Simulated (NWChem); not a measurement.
# One shape, several levels: InNH2Cl (SMILES [NH2][In][Cl])

Wanted: a comparison of 3 runs (UHF/STO-3G, UHF/3-21G, UM06-2X/def2-TZVP) of InNH2Cl. 

The calculation is run with NWChem 7.3.0.

## 1. Starting point

The species is InNH2Cl (5 atoms), meant as a doublet with charge 0. As SMILES, `[NH2][In][Cl]`. The coordinates come from a PBE0-D4/def2-TZVP relaxation. This is one conformer, not always the lowest.

Bond lengths: N1–In2 2.072 Å, In2–Cl3 2.369 Å, N1–H4 1.015 Å, N1–H5 1.017 Å. Angles: N1–In2–Cl3 113.1°, In2–N1–H4 113.0°, In2–N1–H5 110.3°, H4–N1–H5 107.4°.

## 2. Energy and forces at UHF/STO-3G (run 1)

Input file mol.xyz:

```xyz
5
ClH2InN
N     -0.142600     0.808600    -0.493900
In    -0.411600    -1.217800    -0.153300
Cl     1.391500    -2.211500     1.018700
H     -0.999700     1.283800    -0.756700
H      0.212300     1.263200     0.343800
```

Input file run.py:

```python
from ase.io import read
from ase.calculators.nwchem import NWChem

atoms = read('mol.xyz')

calc = NWChem(
    label='mol',
    theory='scf',
    memory='2200 mb',
    basis='STO-3G',
    basispar='spherical bse',
    scf={'nopen': '1', 'uhf': None, 'thresh': '1e-08', 'maxiter': '80'},
)
atoms.calc = calc

forces = atoms.get_forces()
print(f"energy = {atoms.get_potential_energy():.6f} eV")
print("forces (eV/A):")
for s, f in zip(atoms.symbols, forces):
    print(f"{s:2s} {f[0]:10.5f} {f[1]:10.5f} {f[2]:10.5f}")
```

On the command line:

```sh
$ export ASE_NWCHEM_COMMAND="nwchem PREFIX.nwi > PREFIX.nwo"
$ python run.py
```

The log of the run:

```text
energy = -168504.440606 eV
forces (eV/A):
N     0.26883   -3.32762    0.09266
In    0.93449    1.50338   -0.05296
Cl   -0.74742    0.52692   -0.47571
H    -0.52913    0.59315    0.04217
H     0.07323    0.70423    0.39389
```

The calculator wrote mol.nwi:

```
title "mol"

permanent_dir mol

scratch_dir mol

start mol

geometry units angstrom nocenter noautosym noautoz
  N  -1.4260000000000000e-01 8.0859999999999999e-01 -4.9390000000000001e-01
  In -4.1160000000000002e-01 -1.2178000000000000e+00 -1.5329999999999999e-01
  Cl 1.3915000000000000e+00 -2.2115000000000000e+00 1.0186999999999999e+00
  H  -9.9970000000000003e-01 1.2838000000000001e+00 -7.5670000000000004e-01
  H  2.1229999999999999e-01 1.2632000000000001e+00 3.4379999999999999e-01
end

memory 2200 mb

basis spherical bse noprint
   * library STO-3G
end

scf
  nopen 1
  uhf
  thresh 1e-08
  maxiter 80
end

task scf gradient
```

mol.nwo:

```text
Northwest Computational Chemistry Package (NWChem) 7.3.0
             --------------------------------------------------------

           Job information
           ---------------

    nwchem branch   = 7.3.0
    use scalapack   = T
    input           = mol.nwi
    prefix          = mol.
    data base       = mol/mol.db
    status          = startup
    nproc           =        1

           Memory information
           ------------------

    heap     =     72089600 doubles =      550.0 Mbytes
    stack    =     72089597 doubles =      550.0 Mbytes
    global   =    144179200 doubles =     1100.0 Mbytes (distinct from heap & stack)
    total    =    288358397 doubles =     2200.0 Mbytes
    verify   = yes
    hardfail = no

[... 38 lines left out ...]
            Nuclear Dipole moment (a.u.)
[... 78 lines left out ...]
 1-e energy   =   -9225.409283
[... 7 lines left out ...]
         Quadratically convergent UHF
[... 15 lines left out ...]
       Final UHF  results
[... 3 lines left out ...]
      One electron energy =  -9220.956418926637
[... 1 line left out ...]
 Nuclear repulsion energy =    322.390424494437
[... 55 lines left out ...]
          Final beta eigenvalues
[... 201 lines left out ...]
                     UHF Final Beta Molecular Orbital Analysis
[... 221 lines left out ...]
    atom               coordinates                        gradient
                 x          y          z           x          y          z
   1 N      -0.269475   1.528032  -0.933336   -0.005228   0.064712  -0.001802
   2 In     -0.777811  -2.301308  -0.289695   -0.018173  -0.029236   0.001030
   3 Cl      2.629554  -4.179129   1.925064    0.014535  -0.010247   0.009251
   4 H      -1.889159   2.426030  -1.429956    0.010290  -0.011535  -0.000820
   5 H       0.401189   2.387102   0.649688   -0.001424  -0.013695  -0.007660

                 ----------------------------------------
                 |  Time  |  1-e(secs)   |  2-e(secs)   |
                 ----------------------------------------
                 |  CPU   |       0.00   |       2.40   |
                 ----------------------------------------
                 |  WALL  |       0.00   |       2.40   |
                 ----------------------------------------

 Task  times  cpu:        9.3s     wall:        9.3s
 Total times  cpu:        9.3s     wall:        9.3s
```

Run time: 11 s. Hardware: 1 thread of Intel Xeon Platinum 8375C at 2.90GHz (Ice Lake), shared host; peak memory 0.098 GiB.

## 3. Energy and forces at UHF/3-21G (run 2)

Input file clh2inn.xyz:

```xyz
5

N     -0.142600     0.808600    -0.493900
In    -0.411600    -1.217800    -0.153300
Cl     1.391500    -2.211500     1.018700
H     -0.999700     1.283800    -0.756700
H      0.212300     1.263200     0.343800
```

Input file run.py:

```python
from ase.io import read
from ase.calculators.nwchem import NWChem

atoms = read('clh2inn.xyz')

calc = NWChem(
    label='clh2inn',
    theory='scf',
    memory='2200 mb',
    basis='3-21G',
    basispar='spherical bse',
    scf={'nopen': '1', 'uhf': None, 'thresh': '1e-08', 'maxiter': '80'},
)
atoms.calc = calc

forces = atoms.get_forces()
print("Total energy (eV):", round(atoms.get_potential_energy(), 6))
print("forces (eV/A):")
for s, f in zip(atoms.symbols, forces):
    print(f"{s:2s} {f[0]:10.5f} {f[1]:10.5f} {f[2]:10.5f}")
```

On the command line:

```sh
$ export ASE_NWCHEM_COMMAND="nwchem PREFIX.nwi > PREFIX.nwo"
$ python run.py
```

The log of the run:

```text
Total energy (eV): -169456.144849
forces (eV/A):
N    -0.78928   -0.70309    0.97774
In   -0.66648    0.79139   -0.88420
Cl    0.85319   -0.45678    0.57680
H     0.28801    0.13488   -0.30236
H     0.31450    0.23361   -0.36792
```

The calculator wrote clh2inn.nwi:

```
title "clh2inn"

permanent_dir clh2inn

scratch_dir clh2inn

start clh2inn

geometry units angstrom nocenter noautosym noautoz
  N  -1.4260000000000000e-01 8.0859999999999999e-01 -4.9390000000000001e-01
  In -4.1160000000000002e-01 -1.2178000000000000e+00 -1.5329999999999999e-01
  Cl 1.3915000000000000e+00 -2.2115000000000000e+00 1.0186999999999999e+00
  H  -9.9970000000000003e-01 1.2838000000000001e+00 -7.5670000000000004e-01
  H  2.1229999999999999e-01 1.2632000000000001e+00 3.4379999999999999e-01
end

memory 2200 mb

basis spherical bse noprint
   * library 3-21G
end

scf
  nopen 1
  uhf
  thresh 1e-08
  maxiter 80
end

task scf gradient
```

clh2inn.nwo:

```text
Northwest Computational Chemistry Package (NWChem) 7.3.0
             --------------------------------------------------------

           Job information
           ---------------

    nwchem branch   = 7.3.0
    use scalapack   = T
    input           = clh2inn.nwi
    prefix          = clh2inn.
    data base       = clh2inn/clh2inn.db
    status          = startup
    nproc           =        1

           Memory information
           ------------------

    heap     =     72089596 doubles =      550.0 Mbytes
    stack    =     72089601 doubles =      550.0 Mbytes
    global   =    144179200 doubles =     1100.0 Mbytes (distinct from heap & stack)
    total    =    288358397 doubles =     2200.0 Mbytes
    verify   = yes
    hardfail = no

[... 38 lines left out ...]
            Nuclear Dipole moment (a.u.)
[... 78 lines left out ...]
 1-e energy   =   -9245.036240
[... 7 lines left out ...]
         Quadratically convergent UHF
[... 15 lines left out ...]
       Final UHF  results
[... 3 lines left out ...]
      One electron energy =  -9244.609384848631
[... 1 line left out ...]
 Nuclear repulsion energy =    322.390424494437
[... 60 lines left out ...]
          Final beta eigenvalues
[... 250 lines left out ...]
                     UHF Final Beta Molecular Orbital Analysis
[... 275 lines left out ...]
    atom               coordinates                        gradient
                 x          y          z           x          y          z
   1 N      -0.269475   1.528032  -0.933336    0.015349   0.013673  -0.019014
   2 In     -0.777811  -2.301308  -0.289695    0.012961  -0.015390   0.017195
   3 Cl      2.629554  -4.179129   1.925064   -0.016592   0.008883  -0.011217
   4 H      -1.889159   2.426030  -1.429956   -0.005601  -0.002623   0.005880
   5 H       0.401189   2.387102   0.649688   -0.006116  -0.004543   0.007155

                 ----------------------------------------
                 |  Time  |  1-e(secs)   |  2-e(secs)   |
                 ----------------------------------------
                 |  CPU   |       0.00   |       2.80   |
                 ----------------------------------------
                 |  WALL  |       0.00   |       2.80   |
                 ----------------------------------------

 Task  times  cpu:       12.5s     wall:       12.5s
 Total times  cpu:       12.5s     wall:       12.5s
```

Run time: 14 s. Hardware: 1 thread of Intel Xeon Platinum 8375C at 2.90GHz (Ice Lake), shared host; peak memory 0.098 GiB.

## 4. Energy and forces at UM06-2X/def2-TZVP (core potential) (run 3)

Input file clh2inn.nw:

```
start clh2inn
memory total 2200 mb

geometry units bohr noautosym nocenter noautoz
  N   -0.26947495   1.52803254  -0.93333573
  In  -0.77781127  -2.30130847  -0.28969501
  Cl   2.62955390  -4.17912932   1.92506400
  H   -1.88915921   2.42603040  -1.42995576
  H    0.40118886   2.38710204   0.64968784
end

basis "ao basis" spherical bse
  * library def2-TZVP
end

ecp bse
  In library def2-TZVP
end

dft
  xc m06-2x
  mult 2
  grid fine
  convergence energy 1e-08
  maxiter 100
  mulliken
  print medium
end

task dft gradient
```

On the command line:

```sh
$ nwchem clh2inn.nw > clh2inn.out
```

The log of the run:

```text
[...]
          Wavefunction type:  spin polarized.
          No. of atoms     :     5
          No. of electrons :    47
[...]
          Charge           :     0
          Spin multiplicity:     2
[...]
          AO basis - number of functions:   130
[...]
              XC Information
              --------------
                       M06-2X Method XC Functional
                     Hartree-Fock (Exact) Exchange  0.540
                        M06-2X Exchange Functional  1.000
                      M06-2X Correlation Potential  1.000
[...]
 d= 0,ls=0.0,diis     1   -706.1914958705 -8.61D+02  5.51D-03  2.05D-01     9.8
[...]
 d= 0,ls=0.0,diis    13   -706.2622196521 -5.32D-09  2.25D-07  1.89D-10   100.4
[...]
         Total DFT energy =     -706.262219652069
      One electron energy =    -1355.066131897273
           Coulomb energy =      546.698603560790
    Exchange-Corr. energy =      -52.611210174150
 Nuclear repulsion energy =      154.716518858565
[...]
      Total Density - Mulliken Population Analysis
     ---------------------------------------------
    Atom       Charge   Shell Charges
 -----------   ------   -------------------------------------------------------
    1 N    7     7.80   0.82  1.15  0.56  0.80  0.31  1.50  1.63  1.00  0.00  0.01  0.00
    2 In  21    20.28   0.39 -0.83  1.58  0.85  0.83  0.43 -0.41  6.38  0.43  0.40  0.04  8.90  1.10  0.13  0.00  0.05
    3 Cl  17    17.42   2.01  0.43  1.53  1.12  0.84  4.20  1.66  1.14  2.78  1.69  0.00  0.02  0.00
    4 H    1     0.75   0.27  0.39  0.05  0.04
    5 H    1     0.75   0.27  0.39  0.05  0.04
[...]
      <S2> =      0.7583 (Exact =     0.7500)
[...]
  wavefunction    = open shell
                         DFT ENERGY GRADIENTS
    atom               coordinates                        gradient
                 x          y          z           x          y          z
   1 N      -0.269475   1.528033  -0.933336    0.001754   0.000646  -0.002668
   2 In     -0.777811  -2.301308  -0.289695    0.002513   0.000562   0.002623
   3 Cl      2.629554  -4.179129   1.925064   -0.002466   0.000835  -0.001737
   4 H      -1.889159   2.426030  -1.429956   -0.000779  -0.000926   0.000652
   5 H       0.401189   2.387102   0.649688   -0.001022  -0.001118   0.001130
[...]
```

It took 2.3 min on 1 thread of Intel Xeon Platinum 8375C at 2.90GHz (Ice Lake), shared host; peak memory 0.14 GiB.

## 5. The series

```tsv
run	level	iteration cap	module	energy (Eh)	dipole moment (D)	HOMO energy (eV)	LUMO energy (eV)	wall time
1	UHF/STO-3G	80	scf	-6192.424026	4.67	-5.83	4.03	11 s
2	UHF/3-21G	80	scf	-6227.398512	4.98	-8.68	-0.28	14 s
3	UM06-2X/def2-TZVP (core potential)	100	dft	-706.262220	3.51	-7.56	-3.43	2.3 min
```

## 6. Outcome

| quantity | value |
| --- | --- |
| run 3: total energy | -706.26222 Eh |
| run 3: dipole moment | 3.51 D |
| run 3: HOMO energy (highest over α and β) | -7.56 eV |
| run 3: LUMO energy (lowest over α and β) | -3.43 eV |
| run 3: ⟨S²⟩ | 0.758 |
| run 3: largest force on an atom | 0.189 eV/Å |

**Reading.** The dipole moment (its size) runs from 3.51 D (UM06-2X/def2-TZVP) to 4.98 D (UHF/3-21G). The two ends differ in method and basis and core potential. Some runs of one species differ in core potentials or relativity; totals across that change don't compare. In run 1 the basis is minimal, so the values are rough. In runs 1, 2 relativity is left out where basis or elements ask for it. All runs together took 2.8 min, the longest 2.3 min.
